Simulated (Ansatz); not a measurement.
# GaP: the cost of one run

Method: DFT PBE, scalar-relativistic, plane waves, PAW, in Ansatz 0.2.0.

2 further runs of the same task are left out: 2 set aside as unsound or not needed.

**1. Starting point**

Symmetry: Fd-3m, No. 227, cubic system. The conventional cell has a = 5.470 Å, b = 5.470 Å, c = 5.470 Å, α = 90.00°, β = 90.00°, γ = 90.00°. Around Si (site symmetry -43m) lie 4 Si at 2.37 Å.

As a file:

```xyz
2
Lattice="0.0000 2.7349 2.7349 2.7349 0.0000 2.7349 2.7349 2.7349 0.0000" Properties=species:S:1:pos:R:3 pbc="T T T"
Si    2.7349    2.7349    2.7349
Si    4.1023    4.1023    4.1023
```

This cell was relaxed beforehand with the same method: volume 20.46 Å³/atom, gap on the mesh 0.62 eV.

Bulk energy on matching settings, from an earlier run: -635.8098 eV/atom.

**2. GaP strained to the base's plane**

The (111) plane of GaP is fitted to the (111) plane of Si, a strain of -0.6 % along x and -0.6 % along y; the third vector and the atoms relax.

File input.yaml:

```yaml
crystal:
  lattice:
    - [3.8677060748, 0.0, 0.0]
    - [-1.9338530374, 3.3495317152, 0.0]
    - [1.9338530374, 1.1165105717, 3.2029938037]
  atoms:
    - { symbol: P, position: [0.0, 0.5, 0.5] }
    - { symbol: Ga, position: [0.5, 0.25, 0.25] }
basis:
  ecutwfc: 420
kpoints:
  mp_grid: { grid: [9, 9, 8] }
hamiltonian:
  xc: pbe
scf:
  occupations: { method: gaussian, width: 0.02 }
output:
  forces: true
  stress: true
  eigenvalues: true
relax:
  adjacent_minimum: "off"
  f_tol: 0.01
  max_steps: 50
  cell: { fix: [a, b, gamma], stress_tol: 0.1 }
```

Run with:

```
> ansatz run input.yaml --threads 1 --pin off --max-ram 2560MiB --backend cpu --events-out ev --progress --plain --runs-dir out
```

Q: Estimate wall time and peak memory on 1 thread of AMD EPYC 7R43 (Zen 3), shared host.

About 36 s, with a peak of 0.49 GiB.
